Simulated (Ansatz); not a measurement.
**F2H3SSi2 radical: small, medium and large basis sets**

Aim: see how fast density functionals converge with the basis set for F2H3SSi2 radical.

Computed with Ansatz 0.2.0, Gaussian basis. Level: one geometry, several basis sets.

Plan: PBE0-D4/def2-SVP; ωB97M-V/def2-SVP; PBE0-D4/def2-QZVPP; ωB97M-V/def2-QZVPP; the functionals' def2-TZVPP values are taken from earlier runs.

### Step 1. The relaxed structure

An earlier PBE0-D4 in a triple-zeta def2 set relaxation fixed the geometry.

SMILES `F[SiH]S[SiH2]F`, 8 atoms, charge 0, spin multiplicity 2.

Atoms are counted from 1 here; the program's logs count them from 0.

Bond lengths: F1–Si2 1.602 Å, Si2–S3 2.128 Å, Si2–H6 1.489 Å, S3–Si4 2.127 Å, Si4–F5 1.595 Å, Si4–H7 1.477 Å, Si4–H8 1.479 Å. Angles: F1–Si2–S3 111.1°, F1–Si2–H6 107.0°, S3–Si2–H6 107.3°, Si2–S3–Si4 96.9°, S3–Si4–F5 110.5°, S3–Si4–H7 107.1°, S3–Si4–H8 110.6°, F5–Si4–H7 107.9°, F5–Si4–H8 107.5°, H7–Si4–H8 113.2°.

As a file:

```xyz
8

F     0.3234    0.1940   -2.5118
Si   -0.1951    1.1313   -1.3212
S    -1.3334    0.0182    0.0909
Si    0.3141   -0.7756    1.1778
F     0.7691    0.2378    2.3221
H    -1.1066    2.1413   -1.9263
H    -0.1523   -2.0171    1.8288
H     1.4730   -0.9869    0.2838
```

### Step 2. PBE0-D4 in def2-SVP

Input file in.yaml:

```yaml
crystal:
  periodic: [false, false, false]
  atoms:
    - {symbol: F, position_ang: [0.323377, 0.194000, -2.511754]}
    - {symbol: Si, position_ang: [-0.195114, 1.131284, -1.321166]}
    - {symbol: S, position_ang: [-1.333363, 0.018163, 0.090901]}
    - {symbol: Si, position_ang: [0.314067, -0.775564, 1.177791]}
    - {symbol: F, position_ang: [0.769123, 0.237809, 2.322063]}
    - {symbol: H, position_ang: [-1.106567, 2.141251, -1.926290]}
    - {symbol: H, position_ang: [-0.152315, -2.017106, 1.828793]}
    - {symbol: H, position_ang: [1.472993, -0.986936, 0.283761]}
basis:
  gaussian: {orbitals: def2-SVP}
magnetization: {spin_polarized: true, initial_magnetization: 1}
hamiltonian: {xc: pbe0, dispersion: d4}
output: {orbitals: {seedname: orbitals}}
```

Started as:

```bash
$ ansatz run in.yaml --threads 4 --pin off --events-out ev --progress --plain --max-ram 10444MiB
```

The runs that follow: ωB97M-V in def2-SVP; PBE0-D4 in def2-QZVPP; ωB97M-V in def2-QZVPP.

**Question.** What will the summary of the whole plan be? Wanted: PBE0-D4: double and triple zeta above quadruple; ωB97M-V: double and triple zeta above quadruple.

**Answer**, as computed:

| quantity | value |
| --- | --- |
| PBE0-D4: double and triple zeta above quadruple | 17.81, 1.19 eV |
| ωB97M-V: double and triple zeta above quadruple | 17.82, 1.11 eV |

What this shows: For PBE0-D4 the step from double to triple zeta gains 16.62 eV and the next only 1.19 eV. These are total energies; as a rule much of such shifts cancels in differences, which this series doesn't test.
